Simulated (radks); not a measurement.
# Ionising cerium step by step, Ce²⁹⁺ to Ce³⁶⁺

The task here is to estimate one member of a computed series from the others.

The numbers are computed with radks (a radial shooting solver on a logarithmic mesh, Libxc functionals) version 1 (Dirac Kohn-Sham, PBE, spin-unpolarised, spherical densities, point nucleus; open shells are shared between the two j in proportion to 2j + 1), except any that are marked as measured or tabulated.

## The system

* element: cerium (Z = 58)
* charges: 29 to 36
* first configuration: [Ar] 3d10 4s1
* last configuration: [Ar] 3d4

The outer shells:

Ce²⁹⁺
```
[Ar] core
3d [↑↓][↑↓][↑↓][↑↓][↑↓]
4s [↑ ]
```

Ce³⁶⁺
```
[Ar] core
3d [↑ ][↑ ][↑ ][↑ ][  ]
```

The first run:

Settings of this run:

```text
Z 58
configuration [Ar] 3d10 4s1
relativity Dirac
functional pbe,pbe
spin unpolarised
j_filling average
nucleus point
c 137.035999084
```

Among the steps run: Ce²⁹⁺, [Ar] 3d10 4s1; Ce³⁰⁺, [Ar] 3d10; Ce³¹⁺, [Ar] 3d9; Ce³²⁺, [Ar] 3d8; Ce³³⁺, [Ar] 3d7; Ce³⁴⁺, [Ar] 3d6; Ce³⁵⁺, [Ar] 3d5; Ce³⁶⁺, [Ar] 3d4.

One of the session's tables, all rows but one given; the rest of the session is left out.

```
species  Δ-SCF (eV)  −ε(HOMO) (eV)
  Ce²⁹⁺           ?              ?
  Ce³⁰⁺      1916.7         1863.4
  Ce³¹⁺      2008.1         1953.8
  Ce³²⁺      2101.0         2045.7
  Ce³³⁺      2195.4         2139.2
  Ce³⁴⁺      2291.3         2234.1
  Ce³⁵⁺      2388.7         2330.5
```

**Question.** Estimate the row for Ce²⁹⁺.

The run gave: Δ-SCF (eV): 1107.9; −ε(HOMO) (eV): 1087.6. In the column «Δ-SCF (eV)» it is the lowest.

There the highest level belongs to another shell. Minus the highest eigenvalue gives 97 to 98 % of the Δ-SCF value along the ladder. Spin polarisation and multiplet splitting are left out, so open shells lie too high by an amount that depends on their filling. Sharing an open shell by 2j + 1 raises it above the true ground level by a part of the spin-orbit splitting, which enters the differences from NIST.
